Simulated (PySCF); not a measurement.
# WOF3: how tightly the ligands are held

Aim: take one ligand of each kind off WOF3, with both parts rigid, and scan its distance from the metal. The structure is generated, not taken from experiment.

Program: PySCF 2.14.0. Level of theory: BP86, W def2-SVP with ECP60, O def2-SVP, F def2-SVP; scalar-relativistic core potentials, no spin–orbit coupling. These are calculated values, not measurements.

4 further runs of the same task are left out: 2 for a known fault of the program, 2 that didn't finish.

**1. Where the work starts**

5 atoms, charge 0, spin multiplicity 2.

Bond lengths: W1–O2 1.713 Å, W1–F3 1.864 Å, W1–F4 1.894 Å, W1–F5 1.865 Å. Angles: O2–W1–F3 101.9°, O2–W1–F4 131.4°, O2–W1–F5 101.7°, F3–W1–F4 95.8°, F3–W1–F5 136.1°, F4–W1–F5 95.7°.

Coordinates:

```
W    -0.04820    0.09030   -0.04424
O     0.68971    1.17315    1.05927
F    -0.79398   -1.17608    1.10268
F     0.69426   -1.16145   -1.25701
F    -0.68427    1.25805   -1.35138
```

Formal oxidation states: W +5. An earlier session relaxed this geometry at BP86, W def2-SVP with ECP60, O def2-SVP, F def2-SVP (doublet, point group Cs).

**2. Rigid scan of O**

Atom 2 moves along the line from atom 1; the distance is to the donor, the donors' midpoint or the ring centre. Each point starts from the density of the one before.

| distance (Å) | energy from the relaxed point (eV) |
| --- | --- |
| 1.41 | 4.252 |
| 1.51 | 1.557 |
| 1.61 | 0.323 |
| 1.71 | 0.000 |
| 1.81 | 0.228 |
| 1.91 | 0.775 |
| 2.01 | 1.490 |
| 2.16 | 2.680 |

Run time: 11 s. Hardware: 2 threads of Arm Neoverse V2, shared host.

**3. F taken off**

The ligand (atom 3) keeps its formal charge and a closed shell where it can; ligand and rest are solved at the complex's geometry, in vacuum, with the settings of the relaxation.

| part | charge | state | energy (Eh) |
| --- | --- | --- | --- |
| complex | 0 | doublet | -441.857579 |
| ligand | -1 | singlet | -99.684507 |
| rest | 1 | doublet | -341.666852 |

It took 5.8 s on 2 threads of Arm Neoverse V2, shared host.

**4. Rigid scan of F**

Atom 3 moves along the line from atom 1; the distance is to the donor, the donors' midpoint or the ring centre. Each point starts from the density of the one before.

| distance (Å) | energy from the relaxed point (eV) |
| --- | --- |
| 1.56 | 2.386 |
| 1.66 | 0.875 |
| 1.76 | 0.182 |
| 1.86 | 0.000 |
| 1.96 | 0.129 |
| 2.06 | 0.440 |
| 2.26 | 1.308 |
| 2.56 | 2.692 |
| 2.96 | 4.162 |

It took 83 s on 2 threads of Arm Neoverse V2, shared host.

**5. Results**

| quantity | value |
| --- | --- |
| stiffness of the O contact | 55.1 eV/Å² |
| taking off F | 13.77 eV |
| stiffness of the F contact | 31.1 eV/Å² |

Near 1.71 Å the O contact has a stiffness of about 55.1 eV/Å², and the energy stands 2.68 eV higher at 2.16 Å. Taking off F as a fragment of charge -1 costs 13.77 eV, much of it the attraction of the two charges. Near 1.86 Å the F contact has a stiffness of about 31.1 eV/Å², and the energy stands 4.16 eV higher at 2.96 Å. The free anion is solved without diffuse functions, no counterpoise correction is made, and the parts aren't relaxed; each of these makes the binding look larger. The bases are small and lack diffuse functions. Spin–orbit coupling is left out for this open shell, where it can reorder the states. Open shells may have lower solutions than the one found.
